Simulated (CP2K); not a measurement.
**AM1 run of B2NH3BrCl (SMILES BNB(Cl)Br)**

Aim: the vertical electron affinity of B2NH3BrCl at AM1, from 2 runs. 

The results are computed with CP2K 2026.2.

3 further runs of the same task are left out: 3 set aside as unsound or not needed.

## 1. The molecule

B2NH3BrCl: 8 atoms, total charge 0, spin state singlet. As SMILES, `BNB(Cl)Br`. The coordinates come from a GFN2-xTB relaxation. This is one conformer, not always the lowest.

Bond lengths: B1–N2 1.416 Å, N2–B3 1.415 Å, B3–Cl4 1.718 Å, B3–Br5 1.891 Å, B1–H6 1.167 Å, B1–H7 1.167 Å, N2–H8 1.014 Å. Angles: B1–N2–B3 130.2°, N2–B3–Cl4 122.2°, N2–B3–Br5 118.0°, Cl4–B3–Br5 119.7°, B1–N2–H8 115.2°, B3–N2–H8 114.7°, N2–B1–H6 119.1°, N2–B1–H7 118.2°, H6–B1–H7 122.7°.

## 2. Energy and forces at AM1

job.inp reads:

```
&GLOBAL
   PROJECT job
   RUN_TYPE ENERGY_FORCE
   PRINT_LEVEL MEDIUM
&END
&FORCE_EVAL
   METHOD QUICKSTEP
   &DFT
      &QS
         METHOD AM1
         EPS_DEFAULT 1.0E-10
         &SE
            &COULOMB
               CUTOFF [angstrom] 50
               RC_RANGE [angstrom] 0
            &END
            &EXCHANGE
               CUTOFF [angstrom] 50
               RC_RANGE [angstrom] 0
            &END
         &END
      &END
      ! isolated system
      &POISSON
         PERIODIC NONE
         POISSON_SOLVER ANALYTIC
      &END
      ! SCF settings
      &SCF
         SCF_GUESS ATOMIC
         EPS_SCF 1.0E-06
         MAX_SCF 150
         ADDED_MOS 2
         &DIAGONALIZATION
            ALGORITHM STANDARD
         &END
         &MIXING
            METHOD DIRECT_P_MIXING
            ALPHA 0.4
         &END
      &END
      ! extra output
      &PRINT
         &MOMENTS
            PERIODIC F
            REFERENCE COM
            MAX_MOMENT 1
         &END
         &MO ON
            ENERGIES T
            OCCUPATION_NUMBERS T
            NDIGITS 6
            &EACH
               QS_SCF 0
            &END
            ADD_LAST NUMERIC
         &END
         &HIRSHFELD OFF
         &END
      &END
   &END
   &SUBSYS
      ! vacuum box
      &CELL
         ABC 12.5 13.5 14.4
         PERIODIC NONE
      &END
      &COORD
         B      6.106950     7.570325     8.793240
         N      5.746010     7.118405     7.501000
         B      6.249790     6.037635     6.738320
         Cl     7.487860     5.000755     7.325260
         Br     5.515390     5.742835     5.020690
         H      6.943340     7.006385     9.379310
         H      5.550350     8.499245     9.228110
         H      5.012140     7.650455     7.047600
      &END
   &END
   &PRINT
      &FORCES ON
      &END
   &END
&END
```

Command:

```
$ OMP_NUM_THREADS=1 cp2k.psmp job.inp > job.out
```

Output:

```text
CP2K| version string:                                       CP2K version 2026.2
[...]
 GLOBAL| Method name                                                        CP2K
[...]
 GLOBAL| Run type                                                   ENERGY_FORCE
[...]
                             - Atoms:                                          8
[...]
                             - Spherical basis functions:                     23
[...]
 Number of electrons:                                                         28
[...]
     1 P_Mix/Diag. 0.40E+00    0.0     0.62296653       -35.5131081162 -3.55E+01
[...]
    19 DIIS/Diag.  0.11E-06    0.0     0.00000029       -41.1008729298 -3.90E-12
  *** SCF run converged in    19 steps ***
  Core-core repulsion energy [eV]:                           1692.36899998993613
  Core Hamiltonian energy [eV]:                             -1802.82287166837455
  Two-electron integral energy [eV]:                        -2015.91551691004929
  Electronic energy [eV]:                                   -2810.78063012339908
  Total energy [eV]:                                        -1118.41163013346295
  Atomic reference energy [eV]:                              1114.40810482693428
  Heat of formation [kcal/mol]:                               -92.32349414219600
[...]
 SE_DIPOLE| Moment [Debye]          0.88709013      -1.38240158      -0.55624904
 SE_DIPOLE| Derivative [a.u.]       0.00000000       0.00000000       0.00000000
 ENERGY| Total FORCE_EVAL ( QS ) energy [hartree]            -41.100872929841650
 FORCES| Atomic forces [hartree/bohr]
 FORCES|   Atom     x               y               z               |f|
 FORCES|      1 -8.68659638E-03 -2.46316843E-02 -5.17558349E-02   5.79727805E-02
 FORCES|      2  3.76960526E-03 -3.93072216E-04  5.78059030E-03   6.91228282E-03
 FORCES|      3 -1.66363688E-02  3.47770243E-02  2.44525367E-02   4.56523464E-02
 FORCES|      4  2.39440865E-03 -2.12881077E-03  6.45471566E-04   3.26828114E-03
 FORCES|      5  7.45712902E-04 -3.47387612E-03 -4.07730825E-03   5.40817396E-03
 FORCES|      6  1.49149226E-02 -1.00109278E-02  1.05085304E-02   2.08111221E-02
 FORCES|      7 -1.12564109E-02  1.70186681E-02  6.30479154E-03   2.13563163E-02
 FORCES|      8  1.47547265E-02 -1.11573211E-02  8.14122258E-03   2.02105733E-02
 FORCES| Sum    -9.92261828E-16  3.74700271E-16 -7.77156117E-16
 FORCES| Total atomic force                                       1.31489751E-15
[...]
```

It took 0.28 s on 1 thread of Arm Neoverse V1, shared host.

## 3. The doublet anion

molecule.inp reads:

```
&GLOBAL
   PROJECT molecule
   RUN_TYPE ENERGY_FORCE
   PRINT_LEVEL MEDIUM
&END GLOBAL
&FORCE_EVAL
   METHOD QUICKSTEP
   &DFT
      CHARGE -1
      MULTIPLICITY 2
      UKS T
      &QS
         METHOD AM1
         EPS_DEFAULT 1.0E-10
         &SE
            &COULOMB
               CUTOFF [angstrom] 50
               RC_RANGE [angstrom] 0
            &END COULOMB
            &EXCHANGE
               CUTOFF [angstrom] 50
               RC_RANGE [angstrom] 0
            &END EXCHANGE
         &END SE
      &END QS
      &POISSON
         PERIODIC NONE
         POISSON_SOLVER ANALYTIC
      &END POISSON
      &SCF
         SCF_GUESS ATOMIC
         EPS_SCF 1.0E-06
         MAX_SCF 80
         ADDED_MOS 4
         &DIAGONALIZATION
            ALGORITHM STANDARD
         &END DIAGONALIZATION
         &MIXING
            METHOD DIRECT_P_MIXING
            ALPHA 0.4
         &END MIXING
      &END SCF
      &PRINT
         &MOMENTS
            PERIODIC F
            REFERENCE COM
            MAX_MOMENT 1
         &END MOMENTS
         &MO ON
            ENERGIES T
            OCCUPATION_NUMBERS T
            NDIGITS 6
            &EACH
               QS_SCF 0
            &END EACH
            ADD_LAST NUMERIC
         &END MO
         &HIRSHFELD OFF
         &END HIRSHFELD
      &END PRINT
   &END DFT
   &SUBSYS
      &CELL
         ABC [angstrom] 12.5 13.5 14.4
         PERIODIC NONE
      &END CELL
      &COORD
         B      6.106950     7.570325     8.793240
         N      5.746010     7.118405     7.501000
         B      6.249790     6.037635     6.738320
         Cl     7.487860     5.000755     7.325260
         Br     5.515390     5.742835     5.020690
         H      6.943340     7.006385     9.379310
         H      5.550350     8.499245     9.228110
         H      5.012140     7.650455     7.047600
      &END COORD
   &END SUBSYS
   &PRINT
      &FORCES ON
      &END FORCES
   &END PRINT
&END FORCE_EVAL
```

Command:

```
$ OMP_NUM_THREADS=1 cp2k.psmp -i molecule.inp -o molecule.out
```

Output:

```text
CP2K| version string:                                       CP2K version 2026.2
[...]
 GLOBAL| Method name                                                        CP2K
[...]
 GLOBAL| Run type                                                   ENERGY_FORCE
[...]
                             - Atoms:                                          8
[...]
                             - Spherical basis functions:                     23
[...]
 Number of electrons:                                                         15
[...]
     1 P_Mix/Diag. 0.40E+00    0.0     0.55407206       -35.7860928211 -3.58E+01
[...]
    23 DIIS/Diag.  0.57E-07    0.0     0.00000083       -41.1303861413 -1.23E-12
  *** SCF run converged in    23 steps ***
  Core-core repulsion energy [eV]:                           1692.36899998993613
  Core Hamiltonian energy [eV]:                             -1855.61154509764992
  Two-electron integral energy [eV]:                        -1911.94436070316215
  Electronic energy [eV]:                                   -2811.58372544923122
  Total energy [eV]:                                        -1119.21472545929487
  Atomic reference energy [eV]:                              1114.40810482693428
  Heat of formation [kcal/mol]:                              -110.84331378443976
[...]
 SE_DIPOLE| Moment [Debye]          1.53174214      -0.93713748       1.21057864
 SE_DIPOLE| Derivative [a.u.]       0.00000000       0.00000000       0.00000000
 ENERGY| Total FORCE_EVAL ( QS ) energy [hartree]            -41.130386141300214
 FORCES| Atomic forces [hartree/bohr]
 FORCES|   Atom     x               y               z               |f|
 FORCES|      1 -2.03018676E-02 -3.46775619E-02 -8.65423599E-02   9.54163466E-02
 FORCES|      2 -8.04916065E-04  4.12894168E-02  6.10015210E-02   7.36657953E-02
 FORCES|      3 -1.70292191E-02  2.50693754E-02  7.84741216E-03   3.13057465E-02
 FORCES|      4  3.32422329E-02 -2.53975425E-02  1.94796471E-02   4.61469161E-02
 FORCES|      5 -1.55949193E-02 -7.23294199E-03 -3.78274970E-02   4.15504090E-02
 FORCES|      6  1.45366354E-02 -7.53788275E-03  1.35311193E-02   2.12420487E-02
 FORCES|      7 -1.04235019E-02  1.98600527E-02  1.19199734E-02   2.53999380E-02
 FORCES|      8  1.63755556E-02 -1.13729157E-02  1.05901840E-02   2.25755184E-02
 FORCES| Sum     8.32667268E-17 -1.66533454E-16 -4.71844785E-16
 FORCES| Total atomic force                                       5.07251654E-16
[...]
```

It took 0.3 s on 1 thread of Arm Neoverse V1, shared host.

## 4. Outcome

Level: AM1.

```
                                                    quantity            value
                             singlet B2NH3BrCl: total energy     -41.10087 Eh
                            singlet B2NH3BrCl: dipole moment           1.73 D
                              singlet B2NH3BrCl: HOMO energy        -11.29 eV
                              singlet B2NH3BrCl: LUMO energy         -0.38 eV
                            singlet B2NH3BrCl: HOMO–LUMO gap         10.91 eV
singlet B2NH3BrCl: heat of formation at this unrelaxed shape   -92.3 kcal/mol
                 singlet B2NH3BrCl: largest force on an atom       2.981 eV/Å
                                 doublet anion: total energy     -41.13039 Eh
           doublet anion: HOMO energy (highest over α and β)         -1.23 eV
            doublet anion: LUMO energy (lowest over α and β)          6.16 eV
    doublet anion: heat of formation at this unrelaxed shape  -110.8 kcal/mol
                     doublet anion: largest force on an atom       4.907 eV/Å
           vertical electron affinity (to the doublet anion)         0.803 eV
```

At fixed nuclei the extra electron is bound by 0.80 eV (77.5 kJ/mol). The largest force (singlet B2NH3BrCl) is 2.98 eV/Å: the shape isn't a stationary point for this species at this level. A minimal valence basis can't be trusted even for the sign of an electron affinity.
